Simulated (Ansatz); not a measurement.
## BiTe under changes of volume

One of the cells (33.725 Å³/atom); the others are scaled copies at fixed shape and fractional positions:

```
Bi Te
1.0
     2.42271    1.39875    3.31729
    -2.42271    1.39875    3.31729
     0.00000   -2.79750    3.31729
Bi Te
1 1
Direct
  0.50000 0.50000 0.50000
  0.00000 0.00000 0.00000
```

The cell comes from a database or a generator and needn't be the stable form of this composition.

| Property | Result |
| --- | --- |
| Program | Ansatz 0.2.0 |
| Functional | LDA |
| Potentials or basis | all-electron LAPW, scalar-relativistic |
| Cutoff | 174 eV (chosen from the basis error) |
| Basis error allowed | 0.001 eV/atom |
| k mesh | 7 × 7 × 7 |
| Occupations | fermi-dirac, width 0.05 eV |
| Spin | no spin polarisation |

| volume (Å³/atom) | energy over the lowest point (meV/atom) | pressure (GPa) |
| --- | --- | --- |
| 31.701 | 0.00 | -0.4 |
| 32.376 | 3.92 | -1.5 |
| 33.050 | 12.34 | -2.5 |
| 33.725 | 24.76 | -3.4 |
| 34.399 | 40.73 | -4.2 |
| 35.074 | 59.87 | -4.9 |
| 35.748 | ? | ? |

Q: What does the run at 35.748 Å³/atom give?

A: Energy over the lowest point 81.80 meV/atom; pressure -5.5 GPa.

Worked out: A Birch-Murnaghan fit of order 3 (a polynomial in V^(-2/3)) to the other rows has its minimum at 31.51 Å³/atom, just outside them, with B0 = V·E''(V) = 58 GPa and B' = 4.5 at fixed shape and positions, which overstates the stiffness. It gives 81.79 meV/atom at 35.748 Å³/atom, against the run's 81.80, and -dE/dV = -5.5 GPa, against -5.5.

Energies are extrapolated to zero smearing.
